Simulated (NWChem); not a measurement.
**M06-2X/def2-TZVP run of CH6Ge (methyl germane)**

Aim: the electronic atomisation energy of CH6Ge (methyl germane) at M06-2X/def2-TZVP, from 4 runs. 

Program for the calculation: NWChem 7.3.0.

## 1. The system as given

The species is CH6Ge (8 atoms), meant as a singlet with charge 0. SMILES: `[CH3][GeH3]`. The coordinates come from a PBE0-D4/def2-TZVP relaxation.

Bond lengths: C1–Ge2 1.953 Å, C1–H3 1.090 Å, C1–H4 1.090 Å, C1–H5 1.091 Å, Ge2–H6 1.539 Å, Ge2–H7 1.539 Å, Ge2–H8 1.539 Å. Some angles: C1–Ge2–H6 110.4°, C1–Ge2–H7 110.4°, C1–Ge2–H8 110.4°, Ge2–C1–H3 110.3°, Ge2–C1–H4 110.3°, Ge2–C1–H5 110.3°, H6–Ge2–H7 108.5°, H6–Ge2–H8 108.5°, H7–Ge2–H8 108.5°, H3–C1–H4 108.6°.

## 2. A single-point energy at M06-2X/def2-TZVP (run 1)

The input, nw.xyz:

```xyz
8
CH6Ge M06-2X
C     -0.310900     0.190300    -0.971400
Ge     0.296900    -0.181900     0.846700
H     -1.380100     0.404200    -0.976500
H      0.218800     1.052200    -1.378400
H     -0.124600    -0.669400    -1.616000
H      0.030700     1.028200     1.760100
H      1.807100    -0.479600     0.857700
H     -0.445700    -1.401200     1.422100
```

The input, nw.nw:

```
start nw
title "CH6Ge M06-2X"
memory total 2200 mb

geometry units angstrom noautosym nocenter noautoz
  load format xyz nw.xyz
end

basis "ao basis" spherical bse
  * library def2-TZVP
end

dft
  xc m06-2x
  grid fine
  convergence energy 1e-08
  iterations 100
  mulliken
  print low
end

task dft
```

Run with:

```console
$ nwchem nw.nw > nw.out
```

Log:

```text
[...]
 d= 0,ls=0.0,diis     1  -2118.6768161051 -2.24D+03  2.59D-03  5.08D-01     3.5
[...]
 d= 0,ls=0.0,diis     8  -2118.6945526943 -2.22D-09  4.27D-07  2.66D-09    21.5
         Total DFT energy =    -2118.694552694271
      One electron energy =    -3189.092727709678
           Coulomb energy =     1037.142204235053
    Exchange-Corr. energy =      -86.738944870859
 Nuclear repulsion energy =      119.994915651213
[...]
      Total Density - Mulliken Population Analysis
     ---------------------------------------------
    Atom       Charge   Shell Charges
 -----------   ------   -------------------------------------------------------
    1 C    6     6.58   0.85  1.12  0.50  0.66  0.16  1.32  1.44  0.50  0.01  0.02  0.00
    2 Ge  32    31.87   2.00  2.00  1.14  0.81  0.76  0.63  5.98  4.45  1.55  1.46  0.86  8.90  1.06  0.11  0.12  0.02
    3 H    1     0.84   0.27  0.45  0.09  0.02
    4 H    1     0.84   0.27  0.45  0.09  0.02
    5 H    1     0.84   0.27  0.45  0.09  0.02
    6 H    1     1.01   0.24  0.54  0.22  0.01
    7 H    1     1.01   0.24  0.54  0.22  0.01
    8 H    1     1.01   0.24  0.54  0.22  0.01
[...]
```

Wall time 22 s (1 thread of AMD EPYC 9R45 (Zen 5), shared host); peak memory 0.12 GiB.

## 3. The C atom at the same level (run 2)

The input, c.nw:

```
echo
start c
memory 2200 mb
geometry units angstrom noautosym nocenter noautoz
   C     0.000000    0.000000    0.000000
end
basis spherical bse
   * library def2-TZVP
end
dft
   xc m06-2x
   mult 3
   grid fine
   convergence energy 1e-08
   maxiter 100
   mulliken
   noprint "final vectors analysis"
end
task dft energy
```

Run with:

```console
$ nwchem c.nw > c.out
```

Log:

```text
[...]
          Wavefunction type:  spin polarized.
          No. of atoms     :     1
          No. of electrons :     6
[...]
          Charge           :     0
          Spin multiplicity:     3
[...]
          AO basis - number of functions:    31
[...]
              XC Information
              --------------
                       M06-2X Method XC Functional
                     Hartree-Fock (Exact) Exchange  0.540
                        M06-2X Exchange Functional  1.000
                      M06-2X Correlation Potential  1.000
[...]
 d= 0,ls=0.0,diis     1    -37.7991921948 -3.78D+01  1.05D-02  8.02D-02     0.1
[...]
 d= 0,ls=0.0,diis     7    -37.8425094611 -6.30D-10  3.48D-07  3.14D-11     0.4
[...]
         Total DFT energy =      -37.842509461073
      One electron energy =      -50.475213201513
           Coulomb energy =       17.851359627972
    Exchange-Corr. energy =       -5.218655887532
 Nuclear repulsion energy =        0.000000000000
[...]
      Total Density - Mulliken Population Analysis
     ---------------------------------------------
    Atom       Charge   Shell Charges
 -----------   ------   -------------------------------------------------------
    1 C    6     6.00   0.86  1.11  0.72  0.95  0.36  0.81  0.82  0.38  0.00  0.00  0.00
     --------------------------------------------
      Spin Density - Mulliken Population Analysis
     --------------------------------------------
    Atom       Charge   Shell Charges
 -----------   ------   -------------------------------------------------------
    1 C    6     2.00   0.00 -0.00  0.05  0.03 -0.07  0.81  0.82  0.38 -0.00 -0.00  0.00
[...]
      <S2> =      2.0035 (Exact =     2.0000)
[...]
```

Wall time 0.94 s (1 thread of AMD EPYC 9R45 (Zen 5), shared host); peak memory 0.1 GiB.

## 4. The Ge atom (run 3)

The input, ge.nw:

```
START ge
TITLE "Ge M06-2X"
memory 2200 mb
GEOMETRY units atomic noautosym nocenter noautoz
  Ge   0.00000000   0.00000000   0.00000000
END
BASIS spherical bse
  * library def2-TZVP
END
DFT
  xc m06-2x
  mult 3
  grid fine
  convergence energy 1e-08
  maxiter 100
  mulliken
  noprint "final vectors analysis"
END
TASK dft energy
```

Run the same way, it converges to -2076.92478 Eh (log not shown).

## 5. The H atom, same level (run 4)

The input, input.xyz:

```xyz
1

H      0.000000     0.000000     0.000000
```

The input, input.nw:

```
start input
memory stack 880 mb heap 220 mb global 1100 mb

geometry noautosym nocenter noautoz
load format xyz input.xyz
end

basis spherical bse
H library def2-TZVP
end

dft
xc m06-2x
mult 2
grid fine
convergence energy 1e-08
iterations 100
mulliken
print low
end

task dft
```

Run the same way, it converges to -0.49814 Eh (log not shown).

## 6. The series

```tsv
run	level	partner	energy (Eh)	wall time
1	M06-2X/def2-TZVP	base	-2118.694553	22 s
2	UM06-2X/def2-TZVP	atoms	-37.842509	0.94 s
3	UM06-2X/def2-TZVP	atoms	-2076.924782	4.2 s
4	UM06-2X/def2-TZVP	atoms	-0.498139	0.58 s
```

## 7. Results

At M06-2X/def2-TZVP:

```
                     quantity        value
         H atom: total energy  -0.49814 Eh
                 H atom: ⟨S²⟩        0.750
electronic atomisation energy    25.536 eV
```

In words: Taking the molecule apart into free atoms costs 25.54 eV (2464 kJ/mol), before zero-point energy and without spin-orbit coupling. All runs together took 28 s, the longest 22 s.
